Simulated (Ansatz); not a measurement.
# BGeHN: the cost of one run

Method: UKS PBE0/def2-TZVP; program: Ansatz 0.2.0, Gaussian basis.

**1. The starting structure**

4 atoms, charge 0, spin multiplicity 4.

Atoms are counted from 1 here; the program's logs count them from 0.

Bond lengths: B1–N2 1.324 Å, B1–H4 1.184 Å, N2–Ge3 1.762 Å. Angles: N2–B1–H4 111.2°, B1–N2–Ge3 166.9°.

The start was built by rule and, where that kept it together, relaxed with GFN2-xTB. Sticks and bond lists go by distance. No spin-orbit coupling is included. 

**2. Relaxation**

The input, in.yaml:

```yaml
crystal:
  periodic: [false, false, false]
  atoms:
    - {symbol: B, position_ang: [-0.937889, -0.345019, -0.002893]}
    - {symbol: N, position_ang: [0.365687, -0.113938, -0.000721]}
    - {symbol: Ge, position_ang: [2.125088, -0.207962, -0.000825]}
    - {symbol: H, position_ang: [-1.552887, 0.666919, 0.004439]}
basis:
  gaussian: {orbitals: def2-TZVP}
magnetization: {spin_polarized: true, initial_magnetization: 3}
hamiltonian: {xc: pbe0}
relax: {f_tol: 0.004, max_steps: 80}
```

Command:

```console
$ ansatz run in.yaml --threads 1 --pin off --events-out ev --progress --plain --max-ram 2176MiB
```

What time and memory should one allow on 1 thread of Arm Neoverse V1, shared host?

About 2 min, with a peak of 0.36 GiB.
